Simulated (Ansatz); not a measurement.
# GeH4Se: the cost of one run

Program: Ansatz 0.2.0 through its Python package. Level of theory: PBE0+D4/def2-SVPD. These are calculated values, not measurements.

## 1. The structure

Bond lengths: Ge1–Se2 2.367 Å, Ge1–H3 1.471 Å, Ge1–H4 1.524 Å, Ge1–H5 1.568 Å, Se2–H6 1.539 Å. Angles: Ge1–Se2–H6 89.6°, Se2–Ge1–H3 111.9°, Se2–Ge1–H4 107.8°, Se2–Ge1–H5 109.2°, H3–Ge1–H4 109.4°, H3–Ge1–H5 112.5°, H4–Ge1–H5 105.8°.

Input file geh4se.xyz:

```xyz
6

Ge   -0.22790   -0.32530   -0.43740
Se   -0.22400    0.99250    1.52940
H     0.35530   -1.65590   -0.20790
H    -1.67410   -0.47830   -0.89200
H     0.49850    0.45950   -1.58370
H     1.31440    0.94340    1.54540
```

## 2. Script

File field.py:

```python
# -*- coding: utf-8 -*-
import ansatz as az
import numpy as np

molecule = az.Crystal.molecule_from_extxyz("geh4se.xyz")

job = (
    molecule.calculation()
    .basis(gaussian="def2-SVPD")
    .functional("pbe0", dispersion="d4")
    .forces()
)
centre = np.mean([site.position_ang for site in molecule.cartesian_sites], axis=0)
field = 2 * 14.399645 * 4.0 / 40.0 ** 2


def dipole(axis, sign):
    arm = 40.0 * np.eye(3)[axis]
    pair = [{"charge": sign * 4.0, "position_ang": (centre - arm).tolist()}, {"charge": -sign * 4.0, "position_ang": (centre + arm).tolist()}]
    deck = job.input().set(az.key.basis.gaussian.point_charges, pair)
    return np.array(az.Session.from_dict(deck).plan().execute().report["charge_distribution"]["dipole_moment_e_ang"])


print(f"field {field:.4f} V/A")
alpha = np.array([(dipole(axis, 1) - dipole(axis, -1)) / (2 * field) * 14.399645 for axis in range(3)])
print("polarisability tensor (A^3)")
print(np.array2string(alpha, precision=3, suppress_small=True))
print(f"mean {np.trace(alpha) / 3:.3f} A^3 = {np.trace(alpha) / 3 / 0.14818471:.2f} bohr^3")
```

## 3. The calls as engine input

The engine receives this input (first run):

```yaml
crystal:
  periodic: [false, false, false]
  atoms:
    - { symbol: Ge, position_ang: [-0.2279, -0.3253, -0.4374] }
    - { symbol: Se, position_ang: [-0.224, 0.9925, 1.5294] }
    - { symbol: H, position_ang: [0.3553, -1.6559, -0.2079] }
    - { symbol: H, position_ang: [-1.6741, -0.4783, -0.892] }
    - { symbol: H, position_ang: [0.4985, 0.4595, -1.5837] }
    - { symbol: H, position_ang: [1.3144, 0.9434, 1.5454] }
basis:
  gaussian:
    orbitals: def2-SVPD
    point_charges:
      - { charge: 4.0, position_ang: [-39.99296666666667, -0.010683333333333303, -0.007700000000000003] }
      - { charge: -4.0, position_ang: [40.00703333333333, -0.010683333333333303, -0.007700000000000003] }
hamiltonian:
  xc: pbe0
  dispersion: d4
output:
  forces: true
```

## 4. Running it

The run is started by

```sh
python field.py
```

Q: Estimate wall time and peak memory on 1 thread of Arm Neoverse V1, shared host.

About 33 s, with a peak of 0.31 GiB.
